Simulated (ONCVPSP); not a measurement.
**An ONCV potential for holmium, from input to tests**

Do these settings give a usable potential? It is generated, then checked for transferability, scattering, ghosts and hardness.

Program: ONCVPSP 4.0.1. Reference atom: PBEsol, scalar-relativistic, spherical and spin-unpolarised. All values are calculated.

15 further runs of the same task are left out: 3 that didn't finish, 12 set aside as unsound or not needed.

### Step 1. The atom and the settings

Typed settings, in words:

* element: holmium (Ho, Z = 67)
* type: optimised norm-conserving Vanderbilt (ONCV)
* frozen core: [Kr] 4d10
* valence charge: 21
* reference configuration: 4f11 5s2 5p6 (charge +2)
* partial waves: 5s: rc 2.10 bohr, ncon 4, nbas 8, qcut 7.1 1/bohr, 1 projector; 5p: rc 1.70 bohr, ncon 3, nbas 6, qcut 4 1/bohr, 2 projectors, debl 1.1 Ha; d scattering state at 0.07 Ha: rc 1.60 bohr, ncon 5, nbas 9, qcut 6.4 1/bohr, 3 projectors, debl 2.6 Ha; 4f: rc 0.90 bohr, ncon 4, nbas 9, qcut 15.9 1/bohr, local
* local potential: the f channel
* core correction: Teter function, fcfact 5.25, rcfact 1.05

The outer shells as boxes (Hund's rule for the drawing; the calculation is spin-unpolarised):

```
[Kr] core
4d [↑↓][↑↓][↑↓][↑↓][↑↓]
4f [↑↓][↑↓][↑↓][↑↓][↑ ][↑ ][↑ ]
5s [↑↓]
5p [↑↓][↑↓][↑↓]
```

The nodes and maxima of the atom's own shells, from an earlier all-electron run, set the scale for the radii.

All-electron outer shells of the reference configuration (PBEsol, scalar-relativistic, ld1.x):

| shell | level (eV) | outermost node (bohr) | outermost maximum (bohr) |
| --- | --- | --- | --- |
| 5p | -40.11 | 0.66 | 1.29 |
| 4f | -17.31 | – | 0.53 |
| 6s | -14.51 | 1.52 | 2.99 |
| 5d | -13.45 | 0.75 | 1.91 |
| 6p | -10.06 | 1.83 | 3.74 |

### Step 2. Generating the potential

The input, Ho.dat:

```
# ATOM AND REFERENCE CONFIGURATION
# atsym  z   nc   nv     iexc    psfile
  Ho 67.00    9    3  -116133      upf
#
#   n    l    f
    1    0    2.00
    2    0    2.00
    2    1    6.00
    3    0    2.00
    3    1    6.00
    3    2   10.00
    4    0    2.00
    4    1    6.00
    4    2   10.00
    4    3   11.00
    5    0    2.00
    5    1    6.00
#
# PSEUDOPOTENTIAL AND OPTIMIZATION
# lmax
    3
#
#   l,   rc,      ep,       ncon, nbas, qcut
    0    2.10    0.00    4    8    7.10
    1    1.70    0.00    3    6    4.00
    2    1.60    0.07    5    9    6.40
    3    0.90    0.00    4    9   15.90
#
# LOCAL POTENTIAL
# lloc, lpopt,  rc(5),   dvloc0
    3    5    0.90    0.00
#
# VANDERBILT-KLEINMAN-BYLANDER PROJECTORs
# l, nproj, debl
    0    1    3.90
    1    2    1.10
    2    3    2.60
    3    0    3.10
#
# MODEL CORE CHARGE
# icmod, fcfact, rcfact
    3    5.25    1.05
#
# LOG DERIVATIVE ANALYSIS
# epsh1, epsh2, depsh
   -4.00    5.00    0.02
#
# OUTPUT GRID
# rlmax, drl
    6.00    0.01
#
# TEST CONFIGURATIONS
# ncnf
    4
# nvcnf
#   n    l    f
    4
    4    3   11.00
    5    0    2.00
    5    1    6.00
    6    0    2.00
#
    4
    4    3   11.00
    5    0    2.00
    5    1    6.00
    6    0    1.00
#
    3
    4    3   10.00
    5    0    2.00
    5    1    6.00
#
    5
    4    3   10.00
    5    0    2.00
    5    1    6.00
    5    2    1.00
    6    0    1.00
#
```

Command:

```bash
$ oncvpsp.x < Ho.dat > Ho.out
```

Before running it: what results should come out? Wanted: cutoffs for 1 and 0.1 mHa per electron, occupied waves; bound ghosts; GHOST(+) flags; largest test error; largest phase difference near zero energy, channels read; rms error of d²Exc/dn², without and with the model core; projector energies reset by the program.

**Answer**, as computed:

| quantity | value |
| --- | --- |
| cutoffs for 1 and 0.1 mHa per electron, occupied waves | 133 Ha and 413 Ha |
| bound ghosts | s at -775.68 eV, p at -281.72 eV, d at -83.93 eV |
| GHOST(+) flags | s at -26 eV, d at 191 eV, d at 2300 eV |
| largest test error (AE − PS) | +90 meV, for 4f10 5s2 5p6 (2 tests unsolved) |
| largest phase difference near zero energy, channels read | 2.797 rad |
| rms error of d²Exc/dn², without and with the model core | 7.80 and 4.92 mHa |
| projector energies reset by the program | p: -1.474, 0.250 Ha; d: 0.050, 2.650, 5.250 Ha |

**Reading.** A bound ghost (s, p, d) makes it unfit for use: electrons can fall into a state that the atom doesn't have. The worst unpolarised test, 4f10 5s2 5p6, is off by 90 meV on 26.0 eV; by total energies transferability rates as fair where solved. Of the tests 2 gave no usable energy difference, which is a warning in itself. It counts as very hard, with 133 Ha needed at the looser tolerance. The tighter tolerance needs 413 Ha, and converged work needs a cutoff nearer that. At the looser tolerance the 4f wave is the slowest; 5s needs 15 Ha. Near zero energy the largest phase difference among the channels read is 2.80 rad, in the s channel. The pseudo curves have poles with no partner nearby in the atom's: s at -0.88 Ha, d at -3.09 Ha. The program also flags highly localised states, GHOST(+) (s, d). All of this concerns the isolated atom, not yet a solid.
